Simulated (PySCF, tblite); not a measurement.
**C₃F₆O₂P−: geometry, infrared bands and NMR shifts**

Wanted: the infrared bands and NMR shifts of C₃F₆O₂P− (`O=[P@@]([O-])(C(F)=C(F)F)C(F)(F)F`), by calculation.

Programs: tblite 0.8.0 and PySCF 2.14.0, with density-fitted response routines of our own. Each step states its level of theory. These are calculated values for one molecule in the gas phase, unless marked as measured. Atoms are numbered from 0 throughout.

## Step 1: The starting structure

12 atoms, charge -1, multiplicity 1; geometry from: force field or distance geometry start.

Bonds of the start (Å): O0–P1 1.50, P1–O2 1.70, P1–C3 1.80, C3–F4 1.35, C3–C5 1.32, C5–F6 1.34, C5–F7 1.37, P1–C8 1.80, C8–F9 1.39, C8–F10 1.38, C8–F11 1.38.

## Step 2: Relaxing the molecule with GFN2-xTB

The job: settings as JSON, then the geometry in Å.

```
{"job": {"kind": "relax", "xc": "GFN2-xTB", "basis": "xTB"}, "charge": -1, "multiplicity": 1}
O      0.199200    -1.858600    -0.475000
P     -0.220200    -0.700700     0.386200
O     -0.312100    -1.229200     1.999600
C      0.957800     0.648500     0.257600
F      0.737100     1.780300     0.967700
C      2.008200     0.473100    -0.514800
F      2.978200     1.373800    -0.723000
F      2.129900    -0.724900    -1.159400
C     -1.819100    -0.046400    -0.107200
F     -2.790700    -0.903000     0.392700
F     -2.049900     1.204500     0.435500
F     -1.817200    -0.018200    -1.486000
```

Run with:

```
OMP_NUM_THREADS=1 python probes_run.py task.json out
```

The driver reads the jobs from task.json and runs them one after another.

**Question.** This job is followed by: GFN2-xTB harmonic vibrations, gas phase; GIAO PBE0/pcSseg-1 NMR shielding, non-relativistic, gas phase. Predict these results of the whole session: strongest single infrared mode (GFN2-xTB); zero-point energy (GFN2-xTB); ¹³C shifts against TMS (PBE0/pcSseg-1); ¹⁷O shifts against H2O (PBE0/pcSseg-1); ³¹P shifts against H3PO4 (PBE0/pcSseg-1); ¹⁹F shifts against CFCl3 (PBE0/pcSseg-1, means over atoms taken as alike).

**Answer**, as computed:

| quantity | value |
| --- | --- |
| strongest single infrared mode (GFN2-xTB) | 1313 cm⁻¹, 397 km/mol |
| zero-point energy (GFN2-xTB) | 24.9 kcal/mol |
| ¹³C shifts against TMS (PBE0/pcSseg-1) | 168.8, 144.8, 133.0 ppm |
| ¹⁷O shifts against H2O (PBE0/pcSseg-1) | 161.5, 161.4 ppm |
| ³¹P shifts against H3PO4 (PBE0/pcSseg-1) | -22.5 ppm |
| ¹⁹F shifts against CFCl3 (PBE0/pcSseg-1, means over atoms taken as alike) | -96.1, -106.9, -129.8, -214.8 ppm |

In words: Relaxing lowered the energy by 2.066 eV in 116 steps; the close pair that moved most is P1–O2, from 1.700 to 1.472 Å. All 30 modes are real, so the xTB geometry is a minimum. The strongest single mode, at 1313 cm⁻¹, has its largest shares on P1, O2 and O0 (the list is cut at 3 atoms). GFN2-xTB is a fitted tight-binding method: band positions and strengths are rough. Its intensities can rank the bands wrongly. At PBE0/pcSseg-1: The largest span, 339 ppm, is at P1, where the paramagnetic term is -622 ppm.
